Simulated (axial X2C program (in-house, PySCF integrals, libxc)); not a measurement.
# CoN: properties at the nuclei

Aim: properties at the nuclei of CoN, with spin–orbit coupling in the Hamiltonian from the start.

The runs use an in-house X2C program for linear molecules on PySCF integrals; two-component X2C with atomic mean-field terms, Co dyall-cv3z, N dyall-av3z.

All values are calculated.

## 1. Set-up

The input, task.json:

```json
{"zs": [27, 7], "q": 0, "bas": ["dyall-cv3z", "dyall-av3z"], "r0": 1.63, "levels": ["PBE0", "HF", "B3LYP", "BHandHLYP", "r2SCAN"], "nst": 3}
```

Keys: zs atomic numbers; q charge; bas basis sets; r0 starting distance in Å; levels methods (HF also brings MP2); nst determinants followed.

Run with:

```bash
$ python soeom.py task.json out
```

After this run come: Expectation values, lowest determinant; Expectation values, a higher determinant; Expectation values, a higher determinant.

Q: Predict the outcome of this session. Wanted: lowest determinant; Eeff magnitude; Ws magnitude Co; A∥/gI Co; qzz Co; higher determinant (for each run or level that gives them).

**Answer**, as computed:

| quantity | value |
| --- | --- |
| lowest determinant | Ω = 4 (excess of +ω over −ω: ω = 3/2, ω = 5/2) |
| Eeff magnitude (GV/cm), PBE0 | 0.349 |
| Ws magnitude Co (kHz), PBE0 | 0.0114 |
| A∥/gI Co (MHz), PBE0 | 608 |
| qzz Co (a.u.), PBE0 | 0.36 |
| higher determinant | Ω = 3 (excess of +ω over −ω: ω = 1/2, ω = 5/2) |
| Eeff magnitude (GV/cm), PBE0, higher determinant | 0.0448 |
| Ws magnitude Co (kHz), PBE0, higher determinant | 0.00199 |
| A∥/gI Co (MHz), PBE0, higher determinant | 556 |
| qzz Co (a.u.), PBE0, higher determinant | -0.33 |
| higher determinant | Ω = 2 (excess of +ω over −ω: ω = -1/2, ω = 5/2) |
| Eeff magnitude (GV/cm), PBE0, higher determinant | 0.0212 |
| Ws magnitude Co (kHz), PBE0, higher determinant | 0.025 |
| A∥/gI Co (MHz), PBE0, higher determinant | 604 |
| qzz Co (a.u.), PBE0, higher determinant | 0.03 |

In the first state, the effective field runs from 0.164 to 0.36 GV/cm over the mean-field levels, so the levels don't agree on it. The expectation values come from single determinants, which for open shells can mix terms of unlike spin or miss the lowest Ω, so a determinant need not be a state. Eeff is the effective electric field on the electron dipole moment in this Ω state and Ws the scalar–pseudoscalar constant (defined with the proton number Z and per Ω); A∥ is the parallel hyperfine constant, which follows by multiplying with the nuclear g factor gI = μI/(I μN); qzz is the electric field gradient, eQq0 = 234.96 MHz × Q/barn × qzz; μ is positive if N is the positive end. The operators were transformed with the bare-nucleus X2C matrices.
